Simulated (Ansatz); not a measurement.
# CH6GeS2: the cost of one run

Program: the Python package of Ansatz 0.2.0. Level of theory: r2SCAN0/def2-TZVP. These are calculated values, not measurements.

## 1. The system

Bond lengths: C1–S2 1.787 Å, S2–S3 2.114 Å, S3–Ge4 2.152 Å, C1–H5 1.104 Å, C1–H6 1.188 Å, C1–H7 1.081 Å, Ge4–H8 1.531 Å, Ge4–H9 1.608 Å, Ge4–H10 1.599 Å. Angles: C1–S2–S3 90.9°, S2–C1–H5 113.7°, S2–C1–H6 107.5°, S2–C1–H7 112.3°, H5–C1–H6 105.4°, H5–C1–H7 110.8°, H6–C1–H7 106.7°, S2–S3–Ge4 94.2°, S3–Ge4–H8 111.9°, S3–Ge4–H9 111.4°, S3–Ge4–H10 109.6°, H8–Ge4–H9 110.0°, H8–Ge4–H10 108.4°, H9–Ge4–H10 105.3°.

No structure file is read: the coordinates are typed or built in the script.

## 2. The code

Input file ch6ges2_tae.py:

```python
"""Energy to split CH6GeS2 into its atoms."""

from collections import Counter

import ansatz as az


def energy(molecule, charge=0, unpaired=0):
    calc = (
        molecule.calculation()
        .basis(gaussian="def2-TZVP")
        .functional("r2scan0")
    )
    if charge:
        calc = calc.charge(charge)
    if unpaired:
        calc = calc.spin("collinear", total=unpaired)
    report = calc.run(threads=1, pin="off").report
    if report["published_state_doubts"]:
        print("  doubts:", report["published_state_doubts"])
    return report["free_energy_ev"]


def main() -> None:
    geometry_ang = [
        ("C", [-0.2967, 1.4469, -1.1052]),
        ("S", [0.39, 1.5007, 0.5432]),
        ("S", [1.6116, -0.1731, 0.1257]),
        ("Ge", [0.2613, -1.5825, 1.0317]),
        ("H", [0.4466, 1.6276, -1.9012]),
        ("H", [-1.0774, 2.3374, -1.1957]),
        ("H", [-0.8435, 0.5331, -1.2913]),
        ("H", [0.8018, -3.0137, 0.9656]),
        ("H", [-0.0645, -1.188, 2.5562]),
        ("H", [-1.1461, -1.5395, 0.274]),
    ]
    system = az.Crystal.molecule()
    for symbol, xyz in geometry_ang:
        system = system.atom(symbol, xyz)

    # unpaired electrons of the ground-state atoms
    unpaired = {"C": 2, "S": 2, "Ge": 2, "H": 1}
    counts = Counter(site.symbol for site in system.cartesian_sites)
    atom_energy = {s: energy(az.Crystal.molecule().atom(s, (0, 0, 0)), 0, unpaired[s]) for s in counts}
    whole = energy(system, 0, 0)
    for s, e in atom_energy.items():
        print(f"{s:2s} x{counts[s]}  {e:14.5f} eV")
    print(f"CH6GeS2: {whole:.5f} eV")
    split = sum(counts[s] * e for s, e in atom_energy.items()) - whole
    print(f"atomisation energy (no zero-point term): {96.485332 * split:.1f} kJ/mol, {split / sum(counts.values()):.3f} eV an atom")


if __name__ == "__main__":
    main()
```

## 3. What the engine is handed

The engine receives this input (first run):

```yaml
crystal:
  periodic: [false, false, false]
  atoms:
    - { symbol: C, position_ang: [0.0, 0.0, 0.0] }
basis:
  gaussian:
    orbitals: def2-TZVP
hamiltonian:
  xc: r2scan0
magnetization:
  spin_polarized: true
  initial_magnetization: 2.0
```

## 4. Launch

Started as:

```bash
$ python ch6ges2_tae.py
```

Q: Estimate wall time and peak memory on 1 thread of Arm Neoverse V1, shared host.

About 19 s, with a peak of 0.52 GiB.
